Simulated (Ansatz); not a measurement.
The system is CuO2.

```
Cu O
1.0
     1.41261   -5.21075    0.00000
     1.41261    5.21075    0.00000
     0.00000    0.00000    4.34342
Cu O
2 4
Direct
  0.16725 0.83275 0.75000
  0.83275 0.16725 0.25000
  0.78897 0.21103 0.75000
  0.21103 0.78897 0.25000
  0.55149 0.44851 0.75000
  0.44851 0.55149 0.25000
```

The cell comes from a database or a generator and needn't be the stable form of this composition.

Base run:

* Program: Ansatz 0.2.0
* Functional: r2SCAN
* Potentials or basis: Ansatz PAW
* Cutoff: 500 eV
* Density cutoff: 2000 eV
* k mesh: 10 × 10 × 6
* Occupations: fermi-dirac, width 0.05 eV
* Spin: no spin polarisation

Its results: band gap on the k mesh none (metal or under the smearing width); pressure -9.3 GPa; largest force 0.557 eV/Å.

Problem. After a change of settings the same cell gave: band gap on the k mesh none (metal or under the smearing width); pressure -14.9 GPa; largest force 0.791 eV/Å. Which change was it?
A. functional from r2SCAN to PBE; cutoff from 500 eV to 420 eV; density cutoff from 2000 eV to 1680 eV
B. functional from r2SCAN to PBEsol; cutoff from 500 eV to 420 eV; density cutoff from 2000 eV to 1680 eV; k mesh from 10 × 10 × 6 to 8 × 8 × 6
C. functional from r2SCAN to LDA; cutoff from 500 eV to 420 eV; density cutoff from 2000 eV to 1680 eV
D. functional from r2SCAN to PBEsol; cutoff from 500 eV to 420 eV; density cutoff from 2000 eV to 1680 eV

Solution. C.

Caveats: the run has no spin polarisation, though such a crystal can be magnetic; semilocal functionals often make such compounds metallic where correlation or magnetic order opens a gap, which also shifts bond lengths; the PAW data sets come from PBE, with cores solved anew for the run's functional, which leaves a small shift of forces and pressure.

Not every run made on this cell is shown here.
